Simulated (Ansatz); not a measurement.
**CH4BF2Sb: basis-set convergence**

The task here is to estimate one member of a computed series from the others.

The runs use Ansatz 0.2.0, Gaussian basis; one geometry, several basis sets.

Levels to be run: PBE0-D4/def2-SVP; ωB97M-V/def2-SVP; PBE0-D4/def2-QZVPP; ωB97M-V/def2-QZVPP; the functionals' def2-TZVPP values are taken from earlier runs.

### The geometry

The geometry comes from an earlier relaxation with PBE0-D4 in a triple-zeta def2 set; it is a stationary point, not always the lowest conformer. Sb takes the def2 core potential; no spin-orbit term is included.

SMILES `FB(F)[CH2][SbH2]`, 9 atoms, charge 0, spin multiplicity 1.

Atoms are counted from 1 here; the program's logs count them from 0.

Bond lengths: F1–B2 1.326 Å, B2–F3 1.326 Å, B2–C4 1.539 Å, C4–Sb5 2.190 Å, C4–H6 1.090 Å, C4–H7 1.090 Å, Sb5–H8 1.710 Å, Sb5–H9 1.710 Å. Angles: F1–B2–F3 116.0°, F1–B2–C4 122.0°, F3–B2–C4 122.0°, B2–C4–Sb5 108.9°, B2–C4–H6 113.6°, B2–C4–H7 113.6°, Sb5–C4–H6 105.0°, Sb5–C4–H7 105.0°, H6–C4–H7 110.0°, C4–Sb5–H8 94.0°, C4–Sb5–H9 94.0°, H8–Sb5–H9 91.0°.

The first run:

File in.yaml:

```yaml
crystal:
  periodic: [false, false, false]
  atoms:
    - {symbol: F, position_ang: [1.969151, -0.387419, 0.725623]}
    - {symbol: B, position_ang: [1.079256, -0.465904, -0.254638]}
    - {symbol: F, position_ang: [1.049352, -1.612002, -0.921313]}
    - {symbol: C, position_ang: [0.119422, 0.692294, -0.579474]}
    - {symbol: Sb, position_ang: [-1.704019, 0.455455, 0.610990]}
    - {symbol: H, position_ang: [0.510281, 1.672455, -0.306330]}
    - {symbol: H, position_ang: [-0.218748, 0.701673, -1.615634]}
    - {symbol: H, position_ang: [-1.856804, -1.212694, 0.266328]}
    - {symbol: H, position_ang: [-0.859290, 0.109842, 2.057345]}
basis:
  gaussian: {orbitals: def2-SVP}
hamiltonian: {xc: pbe0, dispersion: d4}
output: {orbitals: {seedname: orbitals}}
```

Steps of the session up to this table: PBE0-D4 in def2-SVP; ωB97M-V in def2-SVP; PBE0-D4 in def2-QZVPP; ωB97M-V in def2-QZVPP.

One table of the session follows, with a row left open; its other results are not shown here.

It belongs to the step «Density functionals: the series». 

| functional | basis | HOMO (eV) |
| --- | --- | --- |
| PBE0-D4 | def2-SVP | -7.42 |
| PBE0-D4 | def2-TZVPP | -7.50 |
| PBE0-D4 | def2-QZVPP | -7.51 |
| ωB97M-V | def2-SVP | ? |
| ωB97M-V | def2-TZVPP | -9.56 |
| ωB97M-V | def2-QZVPP | -9.57 |

**Question.** Estimate the row for ωB97M-V, def2-SVP.

**Answer.** HOMO (eV): -9.45. In the column «HOMO (eV)» it lies between ωB97M-V, def2-TZVPP (-9.56) and PBE0-D4, def2-QZVPP (-7.51).
